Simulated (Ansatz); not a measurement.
# Na2NiO2: the cost of one run

Computed with Ansatz 0.2.0 (DFT PBEsol+U (U_eff = 2 eV on Ni d), plane waves, PAW, unless a step's input says otherwise).

**1. The starting structure**

It takes space group Cmc2_1 (No. 36, orthorhombic). The conventional cell has a = 2.820 Å, b = 10.140 Å, c = 8.280 Å, α = 90.00°, β = 90.00°, γ = 90.00°. Na (site symmetry m) is surrounded by 4 O at 2.30 to 2.38 Å. Na (site symmetry m) is surrounded by 5 O at 2.31 to 2.54 Å. Ni (site symmetry m) is surrounded by 4 O at 1.89 to 1.90 Å. Around O (site symmetry m) lie 2 Ni at 1.90 Å and 4 Na at 2.30 to 2.38 Å. O (site symmetry m) has 2 Ni at 1.89 Å and 5 Na at 2.31 to 2.54 Å in its first shell of neighbours.

As a file:

```cif
data_structure
_symmetry_space_group_name_H-M 'Cmc2_1'
_symmetry_Int_Tables_number 36
_cell_length_a 2.8200
_cell_length_b 10.1400
_cell_length_c 8.2800
_cell_angle_alpha 90.000
_cell_angle_beta 90.000
_cell_angle_gamma 90.000
_cell_volume 236.76
loop_
_atom_site_label
_atom_site_type_symbol
_atom_site_symmetry_multiplicity
_atom_site_Wyckoff_symbol
_atom_site_fract_x
_atom_site_fract_y
_atom_site_fract_z
_atom_site_occupancy
Na1 Na 4 a 0.00000 0.39440 0.65260 1
Na2 Na 4 a 0.00000 0.14790 0.83060 1
Ni1 Ni 4 a 0.00000 0.12190 0.50000 1
O1 O 4 a 0.00000 0.47990 0.90990 1
O2 O 4 a 0.00000 0.27950 0.09220 1
```

An earlier series on this cell reached its lowest free state from «antiferromagnetic start, free», perhaps among other starts (it ended with site moments under 0.05 μB).

**2. Site moments held (series factor 0.6; the input gives the size)**

input.yaml reads:

```yaml
crystal:
  lattice:
    - [1.41000011, -5.0700004, 0.0]
    - [1.41000011, 5.0700004, 0.0]
    - [0.0, 0.0, 8.28000065]
  atoms:
    - { symbol: Na, position: [0.6056, 0.3944, 0.3474] }
    - { symbol: Na, position: [0.3944, 0.6056, 0.8474] }
    - { symbol: Na, position: [0.8521, 0.1479, 0.1694] }
    - { symbol: Na, position: [0.1479, 0.8521, 0.6694] }
    - { symbol: Ni, position: [0.8781, 0.1219, 0.5], spin: 1.2 }
    - { symbol: Ni, position: [0.1219, 0.8781, 0.0], spin: 1.2 }
    - { symbol: O, position: [0.5201, 0.4799, 0.0901] }
    - { symbol: O, position: [0.4799, 0.5201, 0.5901] }
    - { symbol: O, position: [0.7205, 0.2795, 0.9078] }
    - { symbol: O, position: [0.2795, 0.7205, 0.4078] }
basis:
  ecutwfc: 420
  ecutrho_ratio: 4
kpoints:
  mp_grid: { grid: [7, 7, 3] }
hamiltonian:
  xc: pbesol
  hubbard:
    sites: [{ site: 4, l: d, u_eff: 2.0 }, { site: 5, l: d, u_eff: 2.0 }]
scf:
  occupations: { method: gaussian, width: 0.05 }
  lower_state_search: "off"
  max_iter: 150
output:
  forces: true
  stress: true
  eigenvalues: true
  populations: true
  hubbard: { sites: [{ site: 4, l: d }, { site: 5, l: d }] }
magnetization:
  spin_polarized: true
  spin_locking: { lock_spins: true }
```

The lock stays on to the end, so the result is a constrained state unless its moments die out.

The run is started by

```
ansatz run input.yaml --threads 8 --pin off --max-ram 12288MiB --backend cpu --events-out ev --progress --plain --runs-dir out
```

Q: Estimate wall time and peak memory on 8 threads of Arm Neoverse V1, shared host.

About 31 s, with a peak of 0.88 GiB.
